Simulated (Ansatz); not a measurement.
# BiSb3: the cost of one run

Program: Ansatz 0.2.0. Level of theory: DFT PBE, scalar-relativistic, plane waves, PAW. These are calculated values, not measurements.

1 further run of the same task is left out (it didn't finish).

### 1 Starting point

Symmetry: Pm-3m, No. 221, cubic system. Conventional cell: a = 4.817 Å, b = 4.817 Å, c = 4.817 Å, α = 90.00°, β = 90.00°, γ = 90.00°. Sb (site symmetry 4/mmm) has 8 Sb at 3.41 Å and 4 Bi at 3.41 Å as nearest neighbours. Bi (site symmetry m-3m) has 12 Sb at 3.41 Å as nearest neighbours.

As a file:

```cif
data_structure
_symmetry_space_group_name_H-M 'P 1'
_symmetry_Int_Tables_number 1
_cell_length_a 4.8170
_cell_length_b 4.8170
_cell_length_c 4.8170
_cell_angle_alpha 90.000
_cell_angle_beta 90.000
_cell_angle_gamma 90.000
_cell_volume 111.77
loop_
_atom_site_label
_atom_site_type_symbol
_atom_site_fract_x
_atom_site_fract_y
_atom_site_fract_z
_atom_site_occupancy
Sb1 Sb 0.00000 0.50000 0.50000 1
Sb2 Sb 0.50000 0.00000 0.50000 1
Sb3 Sb 0.50000 0.50000 0.00000 1
Bi1 Bi 0.00000 0.00000 0.00000 1
```

This is candidate A: Cu3Au (L1_2) type (Pm-3m, No. 221).

(A quick probe on a coarse mesh, which set the mesh and smearing, is not shown.)

### 3 Relaxing cell and atoms (candidate A)

File input.yaml:

```yaml
crystal:
  lattice:
    - [4.8169844837, 0.0, 0.0]
    - [0.0, 4.8169844837, 0.0]
    - [0.0, 0.0, 4.8169844837]
  atoms:
    - { symbol: Sb, position: [0.0, 0.5, 0.5] }
    - { symbol: Sb, position: [0.5, 0.0, 0.5] }
    - { symbol: Sb, position: [0.5, 0.5, 0.0] }
    - { symbol: Bi, position: [0.0, 0.0, 0.0] }
basis:
  ecutwfc: 420
kpoints:
  mp_grid: { grid: [10, 10, 10] }
hamiltonian:
  xc: pbe
scf:
  occupations: { method: gaussian, width: 0.1 }
output:
  forces: true
  stress: true
  eigenvalues: true
relax:
  adjacent_minimum: "off"
  f_tol: 0.01
  max_steps: 80
  cell: { stress_tol: 0.05 }
```

Launch:

```sh
ansatz run input.yaml --threads 1 --pin off --max-ram 2560MiB --backend cpu --events-out ev --progress --plain --runs-dir out
```

What time and memory should one allow on 1 thread of Arm Neoverse V1, shared host?

About 63 s, with a peak of 0.47 GiB.
